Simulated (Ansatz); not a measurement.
# Be₂H₂ (singlet): wave-function methods side by side at distance Be1–Be2 = 3.339 Å, cc-pVDZ

An exercise on one series of results from a longer session: the logs are not shown, and one member is left open.

Method: cc-pVDZ, core rule «outside noble gas», up to 2 orbitals frozen; program: Ansatz 0.2.0, Gaussian basis.

Plan: UHF; CCSD(T) on RHF; CCSD(T) on UHF; BCCD(T) on RHF; CISD; CCSDT(Q) on RHF; CCSDT(Q) on UHF; CASSCF and MRCISD+Q, 2 electrons in 2 orbitals; CASSCF and NEVPT2, 2 electrons in 2 orbitals; Full CI.

27 further runs of the same task are left out: 15 for a known fault of the program, 10 that didn't finish, 2 set aside as unsound or not needed.

## The geometry

The geometry derives from a PBE0/def2-TZVP stationary point (not a proven minimum). One bond is set to the value named and the two fragments are kept rigid.

4 atoms, charge 0, spin multiplicity 1.

Atoms are counted from 1 here; the program's logs count them from 0.

Bond lengths: Be1–H3 1.348 Å, Be2–H4 1.348 Å.

Set-up of the first run:

Input file in.yaml:

```yaml
crystal:
  periodic: [false, false, false]
  atoms:
    - {symbol: Be, position_ang: [0.000000, 0.000000, 1.669500]}
    - {symbol: Be, position_ang: [0.000000, 0.000000, -1.669500]}
    - {symbol: H, position_ang: [0.000000, 0.000000, 3.017018]}
    - {symbol: H, position_ang: [0.000000, 0.000000, -3.017018]}
basis:
  gaussian: {orbitals: cc-pVDZ}
magnetization: {spin_polarized: true, initial_magnetization: 0}
hamiltonian: {xc: hf}
output: {orbitals: {seedname: orbitals}}
```

Command:

```
ansatz run in.yaml --threads 1 --pin off --events-out ev --progress --plain --max-ram 2393MiB
```

Steps of the session up to this table: UHF; CCSD(T) on RHF; CCSD(T) on UHF; BCCD(T) on RHF; CISD; CCSDT(Q) on RHF; CCSDT(Q) on UHF; CASSCF and MRCISD+Q, 2 electrons in 2 orbitals; CASSCF and NEVPT2, 2 electrons in 2 orbitals; Full CI.

One of the session's tables, all rows but one given; the rest of the session is left out.

```
       method  from FCI (meV)
          RHF         +3065.7
          UHF               ?
         RMP2          +910.4
         CISD          +267.6
        RCCSD           +91.3
     RCCSD(T)           +29.2
      BCCD(T)           +28.7
       RCCSDT            +4.5
    RCCSDT(Q)            +1.3
  CASSCF pair         +2310.9
  NEVPT2 pair          +695.6
  MRCISD pair          +125.7
MRCISD+Q pair           -12.5
          FCI               0
```

Q: Estimate the row for UHF from the others.

The run gave: from FCI (meV): +2884.4. In the column «from FCI (meV)» it lies between CASSCF pair (+2310.9) and RHF (+3065.7).

Not comparable, so not listed: CCSD(T) on UHF; CCSDT(Q) on UHF (they don't share determinant, frozen orbitals or solution with the rows shown, or repeat one).

To keep in mind: MRCISD+Q pair falls below full CI: the +Q correction isn't variational, and the cores differ from full CI's.
